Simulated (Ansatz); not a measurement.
Here is an Ansatz 0.2.0 calculation.

Contents of input.yaml:

```yaml
crystal:
  lattice:
    - [3.191423, 0.0, 0.0]
    - [0.0, 3.191423, 0.0]
    - [0.0, 0.0, 4.485164]
  atoms:
    - { symbol: Hf, position: [0.0, 0.0, 0.0] }
    - { symbol: Mo, position: [0.5, 0.5, 0.5] }
    - { symbol: C, position: [0.5, 0.5, 0.0] }
    - { symbol: C, position: [0.0, 0.0, 0.5] }
kpoints:
  mp_grid: { grid: [4, 4, 3] }
scf:
  occupations: { method: fermi_dirac, width: 0.04 }
hamiltonian:
  xc: pbe
  pseudopotentials: { kind: all_electron, lapw: { basis_error: 0.003 } }
output:
  forces: true
  stress: true
  eigenvalues: true
```

Potentials or basis: all-electron LAPW, scalar-relativistic.

Command:

```bash
$ ansatz run input.yaml --threads 2 --pin off --max-ram 6144MiB --backend cpu --events-out ev --progress --plain --runs-dir out
```

(1) Estimate the pressure.

(2) What does it give for the band gap on the k mesh?

Answers

(1) -0.7 GPa.

(2) none (metal or under the smearing width).

Caveat: the k mesh is coarse (spacing up to 0.49 Å⁻¹), so the values aren't converged.
